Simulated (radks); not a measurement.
# Ag³⁺ in [Kr] 4d8: an all-electron calculation

An exercise on one series of results from a longer session: the logs are not shown, and one member is left open.

Program: radks (a radial shooting solver on a logarithmic mesh, Libxc functionals) version 1. Level of theory: Dirac Kohn-Sham, exchange-only B88, spin-unpolarised, spherical densities, point nucleus; open shells are shared between the two j in proportion to 2j + 1. These are calculated values, not measurements, unless marked.

## Starting point

| Property | Result |
| --- | --- |
| element | silver (Z = 47) |
| charge | +3 |
| electrons | 44 |
| configuration | [Kr] 4d8 |

Outer shells as boxes (Hund's rule):

Ag³⁺
```
[Kr] core
4d [↑↓][↑↓][↑↓][↑ ][↑ ]
```

The first run:

Settings of this run:

```text
Z 47
configuration [Kr] 4d8 5s0 5p0
relativity Dirac
functional b88,
spin unpolarised
j_filling average
nucleus point
c 137.035999084
```

Among the steps run: Self-consistent calculation.

One table of the session follows, with a row left open; its other results are not shown here.

It belongs to the step «Radial structure». Radial moments (bohr):

```
level      <r>  outermost maximum (interpolated)  90 % within  nodes
1s1/2  0.03111                            0.0202       0.0558      0
2s1/2   0.1345                             0.114        0.208      1
2p1/2   0.1141                            0.0882        0.187      0
2p3/2   0.1192                            0.0924        0.194      0
3s1/2   0.3683                             0.333        0.543      2
3p1/2   0.3600                             0.319        0.543      1
3p3/2   0.3710                             0.329        0.558      1
3d3/2   0.3437                             0.272        0.544      0
3d5/2   0.3472                             0.275        0.549      0
4s1/2        ?                                 ?            ?      ?
4p1/2   0.9668                             0.857         1.43      2
4p3/2   0.9962                             0.881         1.47      2
4d3/2    1.246                              1.01         1.94      1
4d5/2    1.260                              1.02         1.96      1
5s1/2    2.347                              2.10         3.38      4
5p1/2    2.710                              2.41         3.92      3
5p3/2    2.778                              2.47         4.02      3
```

**Question.** Estimate the row for 4s1/2.

As computed: <r>: 0.9055; outermost maximum (interpolated): 0.821; 90 % within: 1.31; nodes: 3. In the column «<r>» it lies between 3p3/2 (0.3710) and 4p1/2 (0.9668).

Caveats from the session: Spin polarisation and multiplet splitting are left out.
